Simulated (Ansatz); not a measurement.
# AlB3P4: the band gap up the ladder of functionals

The task here is to estimate one member of a computed series from the others.

Code: Ansatz 0.2.0. PAW datasets, plane waves. No spin polarisation and no zero-point or thermal motion; the cell was built from a prototype and may be hypothetical.

## The cell

The cell was relaxed beforehand with r2SCAN.

It is orthorhombic, Amm2 (No. 38); a = 3.358 Å, b = 6.819 Å, c = 9.713 Å in the conventional setting, 13.90 Å³ an atom. Around B lie 4 P at 2.03–2.08 Å; around B lie 4 P at 1.96–2.13 Å; around Al lie 4 P at 2.21–2.24 Å; around P lie 4 B at 2.08–2.13 Å; around P lie 3 B at 2.02–2.03 Å and 1 Al at 2.24 Å.

Coordinates:

Space group Amm2 (No. 38). a = 3.358 Å, b = 6.819 Å, c = 9.713 Å, α = 90.00°, β = 90.00°, γ = 90.00°
```
atom  site  symmetry       x       y       z
   B    2a       mm2  0.0000  0.5000  0.4972
   B    4e       m..  0.5000  0.7457  0.2508
  Al    2a       mm2  0.0000  0.5000  0.9983
   P    2b       mm2  0.5000  0.5000  0.6235
   P    4d       m..  0.0000  0.2309  0.8661
   P    2b       mm2  0.5000  0.5000  0.1470
```

The first run:

Input file input.yaml:

```yaml
crystal:
  lattice:
    - [3.3576479512, 0.0, 0.0]
    - [0.0, 3.4094257494, 4.8566484134]
    - [0.0, -3.4094257494, 4.8566484134]
  atoms:
    - { symbol: B, position: [0.0, -0.0027745566, -0.0027745566] }
    - { symbol: B, position: [0.5, -0.0034290975, 0.5051230324] }
    - { symbol: B, position: [0.5, 0.5051230324, -0.0034290975] }
    - { symbol: Al, position: [0.0, 0.4983363999, 0.4983363999] }
    - { symbol: P, position: [0.5, 0.1234895587, 0.1234895587] }
    - { symbol: P, position: [0.0, 0.0970586964, 0.6351993023] }
    - { symbol: P, position: [0.0, 0.6351993023, 0.0970586964] }
    - { symbol: P, position: [0.5, 0.6469966646, 0.6469966646] }
kpoints:
  mp_grid: { grid: [8, 6, 6] }
  band_path:
    path:
      - [[0.0, 0.0, 0.0], [9.648379612221e-20, 0.5, 0.5], [1.167641744388e-19, 0.6267947674814, 0.3732052325186]]
      - [[5.969286789627e-20, 0.3732052325186, -0.3732052325186], [0.0, 0.0, 0.0], [0.5, 2.844998596135e-19, 1.194655796512e-19], [0.5, 0.3732052325186, -0.3732052325186]]
      - [[0.5, 0.6267947674814, 0.3732052325186], [0.5, 0.5, 0.5], [9.648379612221e-20, 0.5, 0.5]]
      - [[0.0, 0.0, 0.0], [8.822852116753e-20, 0.5, 4.410642511746e-18], [0.5, 0.5, 4.410642511746e-18], [0.5, 2.844998596135e-19, 1.194655796512e-19], [0.5, 0.5, 0.5]]
    npoints: 10
hamiltonian:
  xc: pbe
scf:
  occupations: { method: fermi_dirac, width: 0.02 }
  n_extra_bands: 6
output:
  forces: true
  stress: true
  eigenvalues: true
```

Started as:

```console
$ ansatz run input.yaml --threads 4 --pin off --max-ram 6451MiB --backend cpu --events-out ev --progress --plain --runs-dir out
```

Steps of the session up to this table: PBE band path; Single point with r2SCAN; HSE06 at the same geometry; PBE0 at the same geometry.

One of the session's tables, all rows but one given; the rest of the session is left out.

| level | gap (eV) |
| --- | --- |
| PBE | 0.48 |
| r2SCAN | ? |
| HSE06 | 1.18 |
| PBE0 | 1.87 |

Estimate the missing values for r2SCAN.

The run gave: gap (eV): 0.68. In the column «gap (eV)» it lies between PBE (0.48) and HSE06 (1.18).

Meshes: PBE 8×6×6, r2SCAN 8×6×6, HSE06 4×4×4, PBE0 4×4×4

In words: PBE gives the least gap, 0.48 eV, and PBE0 the largest, 1.87 eV. Against HSE06, PBE is short by 0.70 eV, at 41 % of it, and r2SCAN 58 %. PBE0 lies 0.69 eV above HSE06, which differs from it by screening the long-range exchange.

To keep in mind: Warnings in the runs' records: stress scf threshold loose, stress exchange threshold loose.
